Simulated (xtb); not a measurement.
**C4H10PSi (SMILES C[C]1CC1[SiH2]P): GFN1-xTB (hess scc accuracy 1)**

We compute the harmonic vibrations of C4H10PSi. 

The results are computed with xtb 6.7.1.

8 further runs of the same task are left out: 8 set aside as unsound or not needed.

## 1. The structure to begin with

C4H10PSi has 16 atoms, charge 0, and is taken as a doublet. SMILES: `C[C]1CC1[SiH2]P`. The shape was relaxed beforehand at GFN1-xTB. This is one conformer, not always the lowest.

Bond lengths: C1–C2 1.483 Å, C2–C3 1.459 Å, C2–C4 1.485 Å, C3–C4 1.544 Å, C4–Si5 1.895 Å, Si5–P6 2.211 Å, C1–H7 1.098 Å, C1–H8 1.091 Å, C1–H9 1.091 Å, C3–H10 1.088 Å, C3–H11 1.086 Å, C4–H12 1.097 Å, Si5–H13 1.460 Å, Si5–H14 1.458 Å, P6–H15 1.396 Å, P6–H16 1.397 Å. Some angles: C1–C2–C3 130.1°, C1–C2–C4 129.2°, C3–C2–C4 63.3°, C2–C3–C4 59.2°, C2–C4–C3 57.6°, C2–C4–Si5 117.3°, C3–C4–Si5 118.9°, C4–Si5–P6 108.5°, C2–C1–H7 111.0°, C2–C1–H8 110.3°.

## 2. Vibrational wavenumbers at GFN1-xTB (hess scc accuracy 1)

Contents of xcontrol:

```
$hess
   sccacc=1
$end
```

Contents of coord:

```
$coord
      0.763487148871     -4.301300118567     -1.025970107582  c
      1.332653760347     -1.572516697346     -0.734234188462  c
      2.266915459101      0.253053225349     -2.577246283287  c
     -0.303414426570      0.646513101757     -1.253530927509  c
     -0.565916282542      3.128403804795      1.313983266236  si
     -4.003365897758      2.354031833446      3.558335395409  p
     -0.149137185755     -4.679736672285     -2.850349502818  h
      2.502091875311     -5.406525339816     -0.940006466173  h
     -0.503139580682     -4.939252760979      0.469653633753  h
      2.279349857001     -0.237859827307     -4.574705694278  h
      3.797650311832      1.514426516275     -2.048633194446  h
     -1.966449005286      0.217545271467     -2.414975500966  h
     -0.800922623400      5.601601767661      0.113307978433  h
      1.890765473994      3.163250354534      2.562752083911  h
     -3.486695878025      4.002005294949      5.552034251412  h
     -3.053891903701      0.256379143328      4.849641948150  h
$end
```

Run with:

```
$ xtb coord -u 1 --hess -I xcontrol --gfn 1 -P 1 | tee xtb.out
```

Q: Predict the results. Wanted: total energy; dipole moment; HOMO energy; LUMO energy; dispersion energy; lowest harmonic wavenumber; highest harmonic wavenumber; zero-point energy.

Computed results:

At GFN1-xTB (hess scc accuracy 1):

| quantity | value |
| --- | --- |
| total energy | -18.24285 Eh |
| dipole moment | 0.87 D |
| HOMO energy (partly filled) | -9.13 eV |
| LUMO energy | -5.50 eV |
| dispersion energy | -17.80 kJ/mol |
| lowest harmonic wavenumber | 29 cm⁻¹ |
| highest harmonic wavenumber | 3073 cm⁻¹ |
| zero-point energy | 308.0 kJ/mol |

What this shows: All 42 modes are real, though the softest (29 cm⁻¹) is within numerical noise.
